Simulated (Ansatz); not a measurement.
# NaEuS2: the cost of one run

Computed with Ansatz 0.2.0 (DFT LDA+U (U = 2 eV, J = 0.7 eV on Eu f), plane waves, PAW, no spin–orbit coupling unless a run says so, unless a step's input says otherwise).

## Step 1: The system as given

The structure is trigonal, space group R-3m (No. 166). The conventional cell has a = 4.007 Å, b = 4.007 Å, c = 21.818 Å, α = 90.00°, β = 90.00°, γ = 120.00°. Na (site symmetry -3m) is surrounded by 6 S at 3.18 Å. Around Eu (site symmetry -3m) lie 6 S at 2.73 Å. Around S (site symmetry 3m) lie 3 Eu at 2.73 Å and 3 Na at 3.18 Å.

Coordinates:

```
CELL_PARAMETERS angstrom
2.00328 1.15660 7.27268
-2.00328 1.15660 7.27268
0.00000 -2.31319 7.27268
ATOMIC_POSITIONS crystal
Na 0.50000 0.50000 0.50000
Eu 0.00000 0.00000 0.00000
S 0.26670 0.26670 0.26670
S 0.73330 0.73330 0.73330
```

An earlier series on this cell reached its lowest free state from «ferromagnetic start, free, symmetry kept, no search», perhaps among other starts.

## Step 2: Site moments held (series factor 0.6; the input gives the size)

Contents of input.yaml:

```yaml
crystal:
  lattice:
    - [2.00328376, 1.15659642, 7.2726845]
    - [-2.00328376, 1.15659642, 7.2726845]
    - [0.0, -2.31319284, 7.2726845]
  atoms:
    - { symbol: Na, position: [0.5, 0.5, 0.5] }
    - { symbol: Eu, position: [0.0, 0.0, 0.0], spin: 3.77 }
    - { symbol: S, position: [0.2667, 0.2667, 0.2667] }
    - { symbol: S, position: [0.7333, 0.7333, 0.7333] }
basis:
  ecutwfc: 420
  ecutrho_ratio: 4
kpoints:
  mp_grid: { grid: [6, 6, 6] }
hamiltonian:
  xc: lda
  hubbard: { sites: [{ site: 1, l: f, u: 2.0, j: 0.7 }] }
scf:
  occupations: { method: gaussian, width: 0.05 }
  lower_state_search: "off"
  max_iter: 150
output:
  forces: true
  stress: true
  eigenvalues: true
  populations: true
  hubbard: { sites: [{ site: 1, l: f }] }
magnetization:
  spin_polarized: true
  spin_locking: { lock_spins: true }
```

The lock stays on to the end, so the result is a constrained state unless its moments die out.

On the command line:

```bash
$ ansatz run input.yaml --threads 4 --pin off --max-ram 6144MiB --backend cpu --events-out ev --progress --plain --runs-dir out
```

Q: Estimate wall time and peak memory on 4 threads of Arm Neoverse N1, shared host.

About 34 s, with a peak of 0.57 GiB.
